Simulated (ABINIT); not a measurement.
# TaF3 (Pm-3m) in ABINIT: a series of runs

One crystal, TaF3, is run at these levels: BLYP, AM05; tasks: band structure.

Program: ABINIT 10.8.3 (patched build). These are calculated values, not measurements. Logs are shortened: lines on timing, memory, paths and dates and some standing lists are left out, and cuts for length are marked. The log counts tension as positive stress, the text compression.

## 1. The structure

It takes space group Pm-3m (No. 221, cubic). The conventional cell has a = 3.901 Å, b = 3.901 Å, c = 3.901 Å, α = 90.00°, β = 90.00°, γ = 90.00°. Ta (site symmetry m-3m) is surrounded by 6 F at 1.95 Å. Around F (site symmetry 4/mmm) lie 2 Ta at 1.95 Å.

## 2. Band structure, BLYP

run.abi

```
ndtset 2

pp_dirpath "./"
pseudos "Ta.GGA_PBE-JTH.xml, F.GGA_PBE-JTH.xml"

acell 3*1.0 Angstrom
rprim
     3.9012000000     0.0000000000     0.0000000000
     0.0000000000     3.9012000000     0.0000000000
     0.0000000000     0.0000000000     3.9012000000
ntypat 2
znucl 73 9
natom 4
typat 1 2 2 2
xred
     0.0000000000     0.0000000000     0.0000000000
     0.0000000000     0.0000000000     0.5000000000
     0.0000000000     0.5000000000     0.0000000000
     0.5000000000     0.0000000000     0.0000000000

ecut 28.0
pawecutdg 50.0
pawxcdev 0

ixc -106131

occopt 3
tsmear 0.05 eV

nstep 100

iomode 3
prtwf 0
prteig 0
prtebands 0
enunit 1
prtden1 1

kptopt1 1
ngkpt1 7 7 7
nshiftk1 1
shiftk1 0.0 0.0 0.0
nband1 21
tolvrs1 1.0e-9

iscf2 -2
getden2 1
nband2 27
nbdbuf2 4
tolwfr2 1.0e-11
kptopt2 -5
ndivsm2 8
prteig2 1
kptbounds2
     0.0000000000     0.0000000000     0.0000000000
     0.0000000000     0.5000000000     0.0000000000
     0.5000000000     0.5000000000     0.0000000000
     0.0000000000     0.0000000000     0.0000000000
     0.5000000000     0.5000000000     0.5000000000
     0.0000000000     0.5000000000     0.0000000000
```

Potentials or basis: JTH PAW PBE v2.0.

Run with:

```
$ abinit run.abi > log 2>&1
```

run.abo:

```text
.Version 10.8.3 of ABINIT
 DATASET    1 : space group Pm -3 m (#221); Bravais cP (primitive cubic)
================================================================================
 Values of the parameters that define the memory need for DATASET  1.
     intxc =       0    ionmov =       0      iscf =      17    lmnmax =      18
     lnmax =       6     mgfft =      36  mpssoang =       3    mqgrid =    3001
     natom =       4  nloc_mem =       2    nspden =       1   nspinor =       1
    nsppol =       1      nsym =      48    n1xccc =       1    ntypat =       2
    occopt =       3   xclevel =       2
       mpw =        2857          nfft =       46656          nkpt =          20
 PAW method is used; the additional fine FFT grid is defined by:
   mgfftf=        48    nfftf =    110592
================================================================================
================================================================================

 DATASET    2 : space group Pm -3 m (#221); Bravais cP (primitive cubic)
================================================================================
 Values of the parameters that define the memory need for DATASET  2.
     intxc =       0    ionmov =       0      iscf =      -2    lmnmax =      18
     lnmax =       6     mgfft =      36  mpssoang =       3    mqgrid =    3001
     natom =       4  nloc_mem =       2    nspden =       1   nspinor =       1
    nsppol =       1      nsym =      48    n1xccc =       1    ntypat =       2
    occopt =       3   xclevel =       2
       mpw =        2857          nfft =       46656          nkpt =          53
 PAW method is used; the additional fine FFT grid is defined by:
   mgfftf=        48    nfftf =    110592
================================================================================
================================================================================

--------------------------------------------------------------------------------
------------- Echo of variables that govern the present computation ------------
--------------------------------------------------------------------------------
 -outvars: echo values of preprocessed input variables --------
            acell      1.8897261259E+00  1.8897261259E+00  1.8897261259E+00 Bohr
              amu      1.80947900E+02  1.89984032E+01
             ecut      2.80000000E+01 Hartree
           enunit           1
           getden1          0
           getden2          1
             iscf1         17
             iscf2         -2
                       outvar_i_n : Printing only first  50 k-points.
              ixc     -106131
           jdtset        1    2
                       outvar_i_n : Printing only first  50 k-points.
           kptopt1          1
           kptopt2         -5
         kptrlatt        7    0    0      0    7    0      0    0    7
          kptrlen1     5.16053969E+01
          kptrlen2     3.00000000E+01
            natom           4
            nband1         21
            nband2         27
           nbdbuf1          0
           nbdbuf2          4
           ndtset           2
           ndivsm1          0
           ndivsm2          8
            ngfft          36      36      36
          ngfftdg          48      48      48
             nkpt1         20
             nkpt2         53
            nstep         100
             nsym          48
           ntypat           2
           occopt           3
        pawecutdg      5.00000000E+01 Hartree
         pawxcdev           0
        prtebands           0
           prteig1          0
           prteig2          1
            prtwf           0
            rprim      3.9012000000E+00  0.0000000000E+00  0.0000000000E+00
                       0.0000000000E+00  3.9012000000E+00  0.0000000000E+00
                       0.0000000000E+00  0.0000000000E+00  3.9012000000E+00
           shiftk1     0.00000000E+00  0.00000000E+00  0.00000000E+00
           shiftk2     5.00000000E-01  5.00000000E-01  5.00000000E-01
          spgroup         221
           tolvrs1     1.00000000E-09
           tolvrs2     0.00000000E+00
           tolwfr1     0.00000000E+00
[... 292 lines left out ...]
  1.0299E-01  1.2784E-01  2.4507E-01  2.4507E-01  4.5965E-01  4.5965E-01
  4.8053E-01  4.9097E-01  4.9097E-01
 Non-SCF case, kpt    2 (  0.00000  0.06250  0.00000), residuals and eigenvalues=
[... 505 lines left out ...]
 -8.6789E-01 -3.1795E-01 -2.2935E-01 -2.2557E-01 -2.2179E-01 -2.2134E-01
 -2.1344E-01 -1.9783E-01 -1.9569E-01 -1.9389E-01  1.0856E-01  1.6188E-01
  1.6206E-01  2.3224E-01  2.3481E-01  2.5320E-01  3.7646E-01  4.9505E-01
  5.2276E-01  5.4493E-01  5.5229E-01
 Non-SCF case, kpt   53 (  0.00000  0.50000  0.00000), residuals and eigenvalues=
  9.17E-12  5.63E-12  4.81E-12  6.50E-12  4.47E-12  9.29E-12  5.78E-12  6.50E-12
  5.61E-12  8.61E-12  3.59E-12  2.77E-12  3.89E-12  3.26E-12  5.38E-12  5.30E-12
  2.74E-12  3.80E-12  7.12E-12  3.20E-12  8.94E-12  3.28E-12  4.55E-12  6.01E-08
  3.30E-05  4.74E-06  9.67E-05
 -2.4364E+00 -1.2297E+00 -1.2159E+00 -1.2159E+00 -9.1569E-01 -9.0825E-01
 -8.6790E-01 -3.1797E-01 -2.2330E-01 -2.2330E-01 -2.1990E-01 -2.1990E-01
 -2.1954E-01 -1.9969E-01 -1.9334E-01 -1.9334E-01  1.0624E-01  1.6106E-01
  1.6106E-01  2.2938E-01  2.3346E-01  2.4968E-01  3.7565E-01  4.9896E-01
  5.3109E-01  5.5572E-01  5.5821E-01

--- !ResultsGS
iteration_state: {dtset: 2, }
comment   : Summary of ground state results
lattice_vectors:
- [  7.3721996,   0.0000000,   0.0000000, ]
- [  0.0000000,   7.3721996,   0.0000000, ]
- [  0.0000000,   0.0000000,   7.3721996, ]
lattice_lengths: [   7.37220,    7.37220,    7.37220, ]
lattice_angles: [ 90.000,  90.000,  90.000, ] # degrees, (23, 13, 12)
lattice_volume:   4.0067408E+02
convergence: {deltae:  0.000E+00, res2:  0.000E+00, residm:  9.998E-12, diffor:  0.000E+00, }
etotal    :  -1.32233220E+02
entropy   :   0.00000000E+00
fermie    :   1.47657765E-01
cartesian_stress_tensor: null
pressure_GPa: null
xred      :
- [  0.0000E+00,   0.0000E+00,   0.0000E+00, Ta]
- [  0.0000E+00,   0.0000E+00,   5.0000E-01,  F]
- [  0.0000E+00,   5.0000E-01,   0.0000E+00,  F]
- [  5.0000E-01,   0.0000E+00,   0.0000E+00,  F]
cartesian_forces: null
force_length_stats: {min: null, max: null, mean: null, }
...

 Integrated electronic density in atomic spheres:
 ------------------------------------------------
 Atom  Sphere_radius  Integrated_density
    1        2.41973         11.02165446
    2        1.40289          5.73842741
    3        1.40289          5.73842741
    4        1.40289          5.73842741

================================================================================

 ----iterations are completed or convergence reached----

 Mean square residual over all n,k,spin=   51.104E-13; max=  99.984E-13
 reduced coordinates (array xred) for    4 atoms
       0.000000000000      0.000000000000      0.000000000000
       0.000000000000      0.000000000000      0.500000000000
       0.000000000000      0.500000000000      0.000000000000
       0.500000000000      0.000000000000      0.000000000000

 cartesian coordinates (angstrom) at end:
    1      0.00000000000000     0.00000000000000     0.00000000000000
    2      0.00000000000000     0.00000000000000     1.95060000000000
    3      0.00000000000000     1.95060000000000     0.00000000000000
    4      1.95060000000000     0.00000000000000     0.00000000000000
 length scales=  1.889726125908  1.889726125908  1.889726125908 bohr
              =  1.000000000000  1.000000000000  1.000000000000 angstroms
 Eigenvalues (   eV  ) for nkpt=  53  k points:
 kpt#   1, nband= 27, wtk=  1.00000, kpt=  0.0000  0.0000  0.0000 (reduced coord)
 -66.30075  -33.09229  -33.09229  -33.09229  -25.02803  -24.72145  -24.72145   -6.20164
  -6.20164   -6.20164   -5.29649   -5.29649   -5.29649   -5.25763   -5.25763   -5.25763
   2.80247    2.80247    2.80247    3.47870    6.66869    6.66869   12.50769   12.50769
  13.07586   13.35996   13.35996
 kpt#   2, nband= 27, wtk=  1.00000, kpt=  0.0000  0.0625  0.0000 (reduced coord)
 -66.30068  -33.10756  -33.09207  -33.09207  -25.01215  -24.72113  -24.69284   -6.26475
  -6.19979   -6.19979   -5.33343   -5.31588   -5.31588   -5.30130   -5.26349   -5.26349
   2.80579    2.86214    2.86214    3.54043    6.67383    6.78234   12.06215   12.54227
  12.90890   13.37894   13.37895
 kpt#   3, nband= 27, wtk=  1.00000, kpt=  0.0000  0.1250  0.0000 (reduced coord)
 -66.30048  -33.15046  -33.09143  -33.09143  -24.97983  -24.72044  -24.59813   -6.47897
  -6.19520   -6.19520   -5.50380   -5.38517   -5.38517   -5.31684   -5.26702   -5.26702
   2.81521    3.03182    3.03182    3.71681    6.68824    7.08604   11.32757   12.64284
  12.98381   13.43784   13.43784
 kpt#   4, nband= 27, wtk=  1.00000, kpt=  0.0000  0.1875  0.0000 (reduced coord)
 -66.30019  -33.21312  -33.09048  -33.09048  -24.95336  -24.71935  -24.43272   -6.86453
[... 234 lines left out ...]
 -66.29864  -33.46098  -33.11788  -33.11734  -24.81724  -24.62957  -23.61577   -8.65008
  -6.44005   -6.28197   -6.18510   -6.15690   -5.60475   -5.50391   -5.29477   -5.26948
   3.13569    4.47144    4.48991    6.49931    6.54579    7.16628   10.30970   13.23784
  13.88931   13.95359   14.76641
 kpt#  52, nband= 27, wtk=  1.00000, kpt=  0.0455  0.5000  0.0455 (reduced coord)
 -66.29885  -33.46177  -33.09450  -33.09436  -24.89173  -24.69300  -23.61655   -8.65182
  -6.24083   -6.13797   -6.03518   -6.02297   -5.80811   -5.38312   -5.32486   -5.27604
   2.95403    4.40507    4.40989    6.31969    6.38963    6.88996   10.24405   13.47098
  14.22509   14.82831   15.02846
 kpt#  53, nband= 27, wtk=  1.00000, kpt=  0.0000  0.5000  0.0000 (reduced coord)
 -66.29892  -33.46204  -33.08643  -33.08643  -24.91719  -24.71465  -23.61680   -8.65231
  -6.07638   -6.07638   -5.98367   -5.98367   -5.97389   -5.43394   -5.26113   -5.26113
   2.89081    4.38261    4.38261    6.24169    6.35285    6.79422   10.22185   13.57749
  14.45179   15.12202   15.18966

== END DATASET(S) ==============================================================
================================================================================

 -outvars: echo values of variables after computation  --------
            acell      1.8897261259E+00  1.8897261259E+00  1.8897261259E+00 Bohr
           etotal1    -1.3223322027E+02
            fcart1    -0.0000000000E+00 -0.0000000000E+00 -0.0000000000E+00
                      -0.0000000000E+00 -0.0000000000E+00 -0.0000000000E+00
                      -0.0000000000E+00 -0.0000000000E+00 -0.0000000000E+00
                      -0.0000000000E+00 -0.0000000000E+00 -0.0000000000E+00
            rprim      3.9012000000E+00  0.0000000000E+00  0.0000000000E+00
                       0.0000000000E+00  3.9012000000E+00  0.0000000000E+00
                       0.0000000000E+00  0.0000000000E+00  3.9012000000E+00
           strten1    -9.5295616443E-04 -9.5295616443E-04 -9.5295616443E-04
                       0.0000000000E+00  0.0000000000E+00  0.0000000000E+00
           xangst      0.0000000000E+00  0.0000000000E+00  0.0000000000E+00
                       0.0000000000E+00  0.0000000000E+00  1.9506000000E+00
                       0.0000000000E+00  1.9506000000E+00  0.0000000000E+00
                       1.9506000000E+00  0.0000000000E+00  0.0000000000E+00
             xred      0.0000000000E+00  0.0000000000E+00  0.0000000000E+00
                       0.0000000000E+00  0.0000000000E+00  5.0000000000E-01
                       0.0000000000E+00  5.0000000000E-01  0.0000000000E+00
                       5.0000000000E-01  0.0000000000E+00  0.0000000000E+00
 Calculation completed.
```

It took 3 min on 1 thread of Arm Neoverse V1, shared host; peak memory 0.17 GiB.

Results:

```yaml
Free_energy: -3598.2492 eV
Pressure: 28.0 GPa
Band_gap_on_the_k_mesh: none (metal or under the smearing width)
```

Levels at the corners of the path, in eV from the Fermi level:
| point | band 13 | band 14 | band 15 | band 16 | band 17 | band 18 | band 19 | band 20 | band 21 | band 22 |
| --- | --- | --- | --- | --- | --- | --- | --- | --- | --- | --- |
| Γ | -9.31 | -9.28 | -9.28 | -9.28 | -1.22 | -1.22 | -1.22 | -0.54 | 2.65 | 2.65 |
| X | -9.99 | -9.45 | -9.28 | -9.28 | -1.13 | 0.36 | 0.36 | 2.22 | 2.33 | 2.78 |
| M | -9.78 | -9.69 | -9.69 | -8.65 | 0.47 | 0.47 | 1.47 | 3.35 | 4.86 | 5.00 |
| Γ | -9.31 | -9.28 | -9.28 | -9.28 | -1.22 | -1.22 | -1.22 | -0.54 | 2.65 | 2.65 |
| R | -11.39 | -8.65 | -8.65 | -8.65 | 1.75 | 1.75 | 1.75 | 3.66 | 7.45 | 7.45 |
| X | -9.99 | -9.45 | -9.28 | -9.28 | -1.13 | 0.36 | 0.36 | 2.22 | 2.33 | 2.78 |

Caveat: a pressure of tens of GPa on the cell as given is suspect, and the run, the potentials or the cell itself is likely at fault; the PAW data sets were made with another functional, which shifts forces and pressure a little; spin-orbit coupling is left out, which moves the levels of the heavy elements; the atomic spheres overlap.

## 3. Band structure, AM05

Edit run.abi of step 2 so:

```diff
@@ -24,3 +24,3 @@
 
-ixc -106131
+ixc -120135
```

Potentials or basis: JTH PAW PBE v2.0.

Run with:

```
$ abinit run.abi > log 2>&1
```

run.abo:

```text
.Version 10.8.3 of ABINIT
 DATASET    1 : space group Pm -3 m (#221); Bravais cP (primitive cubic)
================================================================================
 Values of the parameters that define the memory need for DATASET  1.
     intxc =       0    ionmov =       0      iscf =      17    lmnmax =      18
     lnmax =       6     mgfft =      36  mpssoang =       3    mqgrid =    3001
     natom =       4  nloc_mem =       2    nspden =       1   nspinor =       1
    nsppol =       1      nsym =      48    n1xccc =       1    ntypat =       2
    occopt =       3   xclevel =       2
       mpw =        2857          nfft =       46656          nkpt =          20
 PAW method is used; the additional fine FFT grid is defined by:
   mgfftf=        48    nfftf =    110592
================================================================================
================================================================================

 DATASET    2 : space group Pm -3 m (#221); Bravais cP (primitive cubic)
================================================================================
[... 1189 lines left out ...]

 -outvars: echo values of variables after computation  --------
            acell      1.8897261259E+00  1.8897261259E+00  1.8897261259E+00 Bohr
           etotal1    -1.3195472131E+02
            fcart1    -0.0000000000E+00 -0.0000000000E+00 -0.0000000000E+00
                      -0.0000000000E+00 -0.0000000000E+00 -0.0000000000E+00
                      -0.0000000000E+00 -0.0000000000E+00 -0.0000000000E+00
                      -0.0000000000E+00 -0.0000000000E+00 -0.0000000000E+00
            rprim      3.9012000000E+00  0.0000000000E+00  0.0000000000E+00
                       0.0000000000E+00  3.9012000000E+00  0.0000000000E+00
                       0.0000000000E+00  0.0000000000E+00  3.9012000000E+00
           strten1    -6.9338300215E-04 -6.9338300215E-04 -6.9338300215E-04
                       0.0000000000E+00  0.0000000000E+00  0.0000000000E+00
           xangst      0.0000000000E+00  0.0000000000E+00  0.0000000000E+00
                       0.0000000000E+00  0.0000000000E+00  1.9506000000E+00
                       0.0000000000E+00  1.9506000000E+00  0.0000000000E+00
                       1.9506000000E+00  0.0000000000E+00  0.0000000000E+00
             xred      0.0000000000E+00  0.0000000000E+00  0.0000000000E+00
                       0.0000000000E+00  0.0000000000E+00  5.0000000000E-01
                       0.0000000000E+00  5.0000000000E-01  0.0000000000E+00
                       5.0000000000E-01  0.0000000000E+00  0.0000000000E+00
 Calculation completed.
```

Run time: 2.5 min. Hardware: 1 thread of Arm Neoverse V1, shared host; peak memory 0.17 GiB.

What came out:

```yaml
Free_energy: -3590.6709 eV
Pressure: 20.4 GPa
Band_gap_on_the_k_mesh: none (metal or under the smearing width)
```

Levels at the corners of the path, in eV from the Fermi level:
| point | band 15 | band 16 | band 17 | band 18 | band 19 | band 20 |
| --- | --- | --- | --- | --- | --- | --- |
| Γ | -9.18 | -9.18 | -1.26 | -1.26 | -1.26 | -0.29 |
| X | -9.19 | -9.19 | -1.18 | 0.37 | 0.37 | 2.33 |
| M | -9.60 | -8.55 | 0.48 | 0.48 | 1.55 | 3.30 |
| Γ | -9.18 | -9.18 | -1.26 | -1.26 | -1.26 | -0.29 |
| R | -8.55 | -8.55 | 1.80 | 1.80 | 1.80 | 3.99 |
| X | -9.19 | -9.19 | -1.18 | 0.37 | 0.37 | 2.33 |

Caveat: the PAW data sets were made with another functional, which shifts forces and pressure a little; spin-orbit coupling is left out, which moves the levels of the heavy elements; the atomic spheres overlap.

## 4. The reference run

An earlier run on the cell as given: functional PBEsol; potentials or basis PseudoDojo NC SR PBEsol v0.4.1 standard; cutoff 1143 eV; k mesh 7 × 7 × 7; occupations fermi-dirac, width 0.05 eV; no spin polarisation.

- Pressure: 19.2 GPa
- Band gap on the k mesh: none (metal or under the smearing width)
- Valence electrons inside the program's atomic spheres: Ta 9.44; F 7.23

## 5. The runs side by side

| task | level | potentials or basis | cutoff (eV) | fine-grid cutoff | gap on the mesh (eV) | pressure (GPa) |
| --- | --- | --- | --- | --- | --- | --- |
| band structure | BLYP | JTH PAW PBE v2.0 | 762 | 1360.57 eV | none | 28.0 |
| band structure | AM05 | JTH PAW PBE v2.0 | 762 | 1360.57 eV | none | 20.4 |
| single point | PBEsol | PseudoDojo NC SR PBEsol v0.4.1 standard | 1143 | - | none | 19.2 |

Alike in all rows: no spin polarisation; cell as given; k mesh 7 × 7 × 7; smearing fermi-dirac 0.05 eV.

Caveats: the PAW data sets were made with another functional, which shifts forces and pressure a little (some runs); spin-orbit coupling is left out, which moves the levels of the heavy elements (some runs); the atomic spheres overlap (some runs); a pressure of tens of GPa on the cell as given is suspect, and the run, the potentials or the cell itself is likely at fault (some runs); so large a pressure means that the cell lies far from this level's equilibrium, or that cutoff or potentials fall short (some runs).

Total energies depend on the potentials used, so only differences within one code and one set of settings carry meaning.
